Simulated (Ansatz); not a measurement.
# Al: the cost of one run

Computed with Ansatz 0.2.0 (DFT PBEsol, scalar-relativistic, plane waves, PAW, unless a step's input says otherwise).

### 1 The system as given

Symmetry: Fm-3m, No. 225, cubic system. The conventional cell has a = 4.050 Å, b = 4.050 Å, c = 4.050 Å, α = 90.00°, β = 90.00°, γ = 90.00°. Al (site symmetry m-3m) is surrounded by 12 Al at 2.86 Å.

Coordinates:

```
Al
1.0
     0.00000    2.02481    2.02481
     2.02481    0.00000    2.02481
     2.02481    2.02481    0.00000
Al
1
Direct
  0.00000 0.00000 0.00000
```

The structure rests on an entry of the Crystallography Open Database; cell or positions may have been set otherwise for this series.

### 2 Relaxing cell and atoms: Al, no spin

Contents of input.yaml:

```yaml
crystal:
  lattice:
    - [0.0, 2.024805, 2.024805]
    - [2.024805, 0.0, 2.024805]
    - [2.024805, 2.024805, 0.0]
  atoms:
    - { symbol: Al, position: [0.0, 0.0, 0.0] }
scf:
  occupations: { method: methfessel_paxton, width: 0.1 }
output:
  forces: true
  stress: true
  eigenvalues: true
  write_density: true
  write_potential: true
  elf: true
  volumetric_format: npy
kpoints:
  mp_grid: { grid: [20, 20, 20] }
hamiltonian:
  xc: pbesol
relax:
  f_tol: 0.01
  adjacent_minimum: "off"
  cell: { stress_tol: 0.05 }
```

Command:

```
$ ansatz run input.yaml --threads 1 --pin off --max-ram 3072MiB --backend cpu --events-out ev --progress --plain --runs-dir out
```

What time and memory should one allow on 1 thread of Intel Xeon 6975P-C (Granite Rapids), shared host?

About 3.9 s, with a peak of 0.34 GiB.
